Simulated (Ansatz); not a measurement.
# SnBH₄ radical (SMILES [BH2][SnH2]): single points off equilibrium

An exercise on one series of results from a longer session: the logs are not shown, and one member is left open.

The runs use Ansatz 0.2.0, Gaussian basis; single points in def2-TZVPP.

Cores are frozen in the correlated methods. Filled d shells of the heavier atoms are correlated. Core potentials replace the inner electrons past krypton, and spin-orbit coupling is left out. Orbitals are unrestricted.

## Where the work starts

SMILES `[BH2][SnH2]`, 6 atoms, charge 0, spin multiplicity 2.

Atoms are counted from 1 here; the program's logs count them from 0.

Bond lengths: B1–Sn2 2.097 Å, B1–H3 1.160 Å, B1–H4 1.209 Å, Sn2–H5 1.689 Å, Sn2–H6 1.723 Å. Angles: Sn2–B1–H3 118.8°, Sn2–B1–H4 118.9°, H3–B1–H4 118.8°, B1–Sn2–H5 124.8°, B1–Sn2–H6 120.1°, H5–Sn2–H6 97.1°.

Geometry (Å):

```
B    -0.0219   -1.1777    0.1463
Sn    0.2753    0.8902   -0.0394
H    -0.1781   -1.6276    1.2037
H     0.3498   -1.9036   -0.7466
H     0.1222    1.7610   -1.4789
H    -0.6019    1.9824    0.9635
```

The first run:

Input file run/in.yaml:

```yaml
crystal:
  periodic: [false, false, false]
  atoms:
    - {symbol: B, position_ang: [-0.021900, -1.177700, 0.146300]}
    - {symbol: Sn, position_ang: [0.275300, 0.890200, -0.039400]}
    - {symbol: H, position_ang: [-0.178100, -1.627600, 1.203700]}
    - {symbol: H, position_ang: [0.349800, -1.903600, -0.746600]}
    - {symbol: H, position_ang: [0.122200, 1.761000, -1.478900]}
    - {symbol: H, position_ang: [-0.601900, 1.982400, 0.963500]}
basis:
  gaussian: {orbitals: def2-TZVPP}
magnetization: {spin_polarized: true, initial_magnetization: 1}
correlation: {method: ccsd_t}
scf: {omitted_lower_state_checks: [cluster_reference]}
output: {forces: true}
```

The command line of these runs was not kept.

Among the steps run: CCSD(T)/def2-TZVPP; PBE0-D4/def2-TZVPP; wB97M-V/def2-TZVPP; r2SCAN-D4/def2-TZVPP; PBE-D4/def2-TZVPP; BLYP-D4/def2-TZVPP; B97M-V/def2-TZVPP.

One table of the session follows, with a row left open; its other results are not shown here.

```
   method  RMS force component (eV/Å)  angle to CCSD(T) forces (°)  dipole (D)
  CCSD(T)                       0.627                    reference        0.44
  PBE0-D4                       0.582                          7.5        0.59
  wB97M-V                           ?                            ?           ?
r2SCAN-D4                       0.581                          7.4        0.58
   PBE-D4                       0.565                         16.4        0.71
  BLYP-D4                       0.608                         17.3        0.63
   B97M-V                       0.578                         12.6        0.71
```

**Question.** Estimate the row for wB97M-V.

**Answer.** RMS force component (eV/Å): 0.607; angle to CCSD(T) forces (°): 4.4; dipole (D): 0.41. In the column «RMS force component (eV/Å)» it lies between PBE0-D4 (0.582) and BLYP-D4 (0.608).
